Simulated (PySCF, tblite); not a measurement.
# C₃H₈N₂Si: geometry, infrared bands and NMR shifts

Aim: predict the infrared bands and NMR shifts of C₃H₈N₂Si (`N[SiH](N)C1=CC1`).

The runs use tblite 0.8.0 and PySCF 2.14.0, with density-fitted response routines of our own; the level of theory stands in each step. All values are computed, except where a source is named. Atoms count from 0, in the outputs and in this text.

## Step 1: Starting geometry

14 atoms, charge 0, multiplicity 1; geometry from: force field or distance geometry start.

Bonds of the start (Å): N0–Si1 1.77, Si1–N2 1.79, Si1–C3 1.86, C3–C4 1.34, C4–C5 1.49, C5–C3 1.49, N0–H6 1.04, N0–H7 1.04, Si1–H8 1.46, N2–H9 1.05, N2–H10 1.04, C4–H11 1.08, C5–H12 1.09, C5–H13 1.11.

## Step 2: Optimising the geometry with GFN2-xTB

Job settings and geometry (Å):

```
{"job": {"kind": "relax", "xc": "GFN2-xTB", "basis": "xTB"}, "charge": 0, "multiplicity": 1}
N     -1.638400    -1.302200    -0.678500
Si    -1.007800    -0.004500     0.351500
N     -1.402300     1.634600    -0.238700
C      0.847500    -0.063400     0.328000
C      2.037400    -0.218800     0.916600
C      2.043600     0.044900    -0.549200
H     -1.819400    -2.119700    -0.057900
H     -0.939700    -1.533000    -1.409000
H     -1.476300    -0.253700     1.716800
H     -2.345300     1.686000    -0.692600
H     -1.304000     2.267500     0.581100
H      2.562100    -0.406300     1.836500
H      2.093900    -0.789800    -1.255700
H      2.348100     1.057800    -0.871000
```

Launch:

```sh
$ OMP_NUM_THREADS=1 python probes_run.py task.json out
```

The driver reads the jobs from task.json and runs them one after another.

**Question.** This job is followed by: GFN2-xTB harmonic vibrations, gas phase; GIAO PBE0/pcSseg-1 NMR shielding, non-relativistic, gas phase. What will the session give for the following? strongest single infrared mode (GFN2-xTB); zero-point energy (GFN2-xTB); 13C shifts against TMS (PBE0/pcSseg-1); 1H shifts against TMS (PBE0/pcSseg-1, means over atoms taken as alike); 15N shifts against NH3 (PBE0/pcSseg-1, means over atoms taken as alike); 29Si shifts against TMS (PBE0/pcSseg-1).

As calculated:

```
                                                               quantity                       value
                              strongest single infrared mode (GFN2-xTB)       2190 cm⁻¹, 375 km/mol
                                           zero-point energy (GFN2-xTB)               66.5 kcal/mol
                                 13C shifts against TMS (PBE0/pcSseg-1)       136.7, 127.3, 6.4 ppm
 1H shifts against TMS (PBE0/pcSseg-1, means over atoms taken as alike)  8.06, 5.50, 0.93, 0.42 ppm
15N shifts against NH3 (PBE0/pcSseg-1, means over atoms taken as alike)                    17.5 ppm
                                29Si shifts against TMS (PBE0/pcSseg-1)                   -38.1 ppm
```

**Reading.** The optimisation took 56 steps and gained 0.535 eV; among the close pairs (by a distance rule), Si1–N2 changed most, from 1.786 to 1.725 Å. All 36 modes are real, so the xTB geometry is a minimum. The strongest single mode, at 2190 cm⁻¹, moves mainly H8. Unscaled tight-binding wavenumbers are off by several per cent, some by more. Its intensities can rank the bands wrongly.
